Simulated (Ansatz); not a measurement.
# C7H12ClFN2Zr: up Jacob's ladder to CCSD(T)

One table from this session's results is given with a row withheld; the runs are named, their logs left out.

The runs use Ansatz 0.2.0, Gaussian basis; functionals in def2-TZVPP, the program's frozen cores in correlated methods.

The runs, in order: LDA (SPW92), PBE-D4, revPBE-D4, BLYP-D4, r2SCAN-D4, B97M-V, PBE0-D4, B3LYP-D4, r2SCANh-D4, r2SCAN0-D4, HSE06-D4, BHLYP-D4, CAM-B3LYP-D4, LC-ωPBE, ωB97X-V, ωB97M-V, B2PLYP, PBE-QIDH; CCSD(T)/def2-SVP; CCSD(T)/def2-TZVPP; MP2/def2-QZVPP; extrapolation to the limit; RPA on PBE.

### The relaxed structure

All runs share one geometry, relaxed beforehand with PBE0-D4 in a triple-zeta def2 set. Zr takes the def2 core potential; no spin-orbit term is included.

SMILES `C[N](C)[Zr]1234([NH2])([Cl])[C@@H]5[C@H]1[C@H]2[C@@]3(F)[C@@H]54`, 24 atoms, charge 0, spin multiplicity 1.

Atoms are counted from 1 here; the program's logs count them from 0.

Bond lengths: C1–N2 1.439 Å, C1–H13 1.101 Å, C1–H14 1.091 Å, C1–H15 1.100 Å, N2–C3 1.444 Å, N2–Zr4 2.028 Å, C3–H16 1.099 Å, C3–H17 1.097 Å, C3–H18 1.101 Å, Zr4–N5 2.029 Å, Zr4–Cl6 2.407 Å, Zr4–C7 2.507 Å, Zr4–C8 2.553 Å, Zr4–C9 2.573 Å, Zr4–C10 2.545 Å, Zr4–C12 2.516 Å, N5–H19 1.008 Å, N5–H20 1.014 Å and more. Angles: N2–C1–H13 111.8°, N2–C1–H14 110.5°, N2–C1–H15 111.1°, H13–C1–H14 108.1°, H13–C1–H15 107.0°, H14–C1–H15 108.2°, C1–N2–C3 112.6°, C1–N2–Zr4 131.2°, C3–N2–Zr4 115.4°, N2–C3–H16 111.3°, N2–C3–H17 111.4°, N2–C3–H18 112.0°, H16–C3–H17 106.5°, H16–C3–H18 107.9°, H17–C3–H18 107.5°, N2–Zr4–N5 102.6°, N2–Zr4–Cl6 104.0°, N2–Zr4–C7 109.7° and more.

Set-up of the first run:

File in.yaml:

```yaml
crystal:
  periodic: [false, false, false]
  atoms:
    - {symbol: C, position_ang: [-0.713783, -2.002128, -1.715168]}
    - {symbol: N, position_ang: [-0.918320, -1.240022, -0.512300]}
    - {symbol: C, position_ang: [-1.278041, -2.067361, 0.615586]}
    - {symbol: Zr, position_ang: [-0.523476, 0.700850, -0.077022]}
    - {symbol: N, position_ang: [-0.389787, 1.548484, -1.915729]}
    - {symbol: Cl, position_ang: [-2.527471, 1.474548, 1.008837]}
    - {symbol: C, position_ang: [1.956439, 1.052109, 0.035051]}
    - {symbol: C, position_ang: [1.410257, 2.243183, 0.554864]}
    - {symbol: C, position_ang: [0.761718, 1.945159, 1.771781]}
    - {symbol: C, position_ang: [0.950187, 0.570097, 1.994059]}
    - {symbol: F, position_ang: [0.496233, -0.099155, 3.051748]}
    - {symbol: C, position_ang: [1.669039, -0.004619, 0.934473]}
    - {symbol: H, position_ang: [0.087874, -2.747331, -1.595605]}
    - {symbol: H, position_ang: [-0.442932, -1.343945, -2.542046]}
    - {symbol: H, position_ang: [-1.624445, -2.550769, -1.996484]}
    - {symbol: H, position_ang: [-2.230766, -2.586560, 0.441377]}
    - {symbol: H, position_ang: [-1.410822, -1.468708, 1.524853]}
    - {symbol: H, position_ang: [-0.512879, -2.828977, 0.829255]}
    - {symbol: H, position_ang: [0.318092, 2.123423, -2.345160]}
    - {symbol: H, position_ang: [-1.204723, 1.532443, -2.519537]}
    - {symbol: H, position_ang: [2.505653, 0.951894, -0.888985]}
    - {symbol: H, position_ang: [1.449159, 3.216616, 0.089748]}
    - {symbol: H, position_ang: [0.217186, 2.621509, 2.411588]}
    - {symbol: H, position_ang: [1.955610, -1.040749, 0.844808]}
basis:
  gaussian: {orbitals: def2-TZVPP}
hamiltonian: {xc: lda}
output: {orbitals: {seedname: orbitals}}
```

Run with:

```console
$ ansatz run in.yaml --threads 11 --pin off --events-out ev --progress --plain --max-ram 174080MiB --backend cuda --devices 0, --max-vram 75GiB
```

Steps of the session up to this table: LDA; PBE-D4 (GGA); revPBE-D4 (GGA); BLYP-D4 (GGA); r2SCAN-D4 (meta-GGA); B97M-V (meta-GGA); PBE0-D4 (hybrid); B3LYP-D4 (hybrid); r2SCANh-D4 (hybrid); r2SCAN0-D4 (hybrid); HSE06-D4 (hybrid); BHLYP-D4 (hybrid); CAM-B3LYP-D4 (range-separated); LC-ωPBE (range-separated); ωB97X-V (range-separated); ωB97M-V (range-separated); B2PLYP (double hybrid); PBE-QIDH (double hybrid).

One table of the session follows, with a row left open; its other results are not shown here.

It belongs to the step «Frontier levels by functional». 

```
  functional  HOMO (eV)  gap (eV)
 LDA (SPW92)      -5.27      3.46
      PBE-D4          ?         ?
   revPBE-D4      -5.05      3.61
     BLYP-D4      -5.00      3.56
   r2SCAN-D4      -5.32      3.96
      B97M-V      -5.42      4.04
     PBE0-D4      -6.28      5.61
    B3LYP-D4      -6.09      5.19
  r2SCANh-D4      -5.76      4.72
  r2SCAN0-D4      -6.43      5.87
    HSE06-D4      -5.88      4.84
    BHLYP-D4      -7.37      7.69
CAM-B3LYP-D4      -7.58      7.97
     LC-ωPBE      -8.86     10.38
     ωB97X-V      -8.54      9.95
     ωB97M-V      -8.45      9.45
```

Estimate the missing values for PBE-D4.

As computed: HOMO (eV): -5.12; gap (eV): 3.57. In the column «HOMO (eV)» it lies between LDA (SPW92) (-5.27) and revPBE-D4 (-5.05).
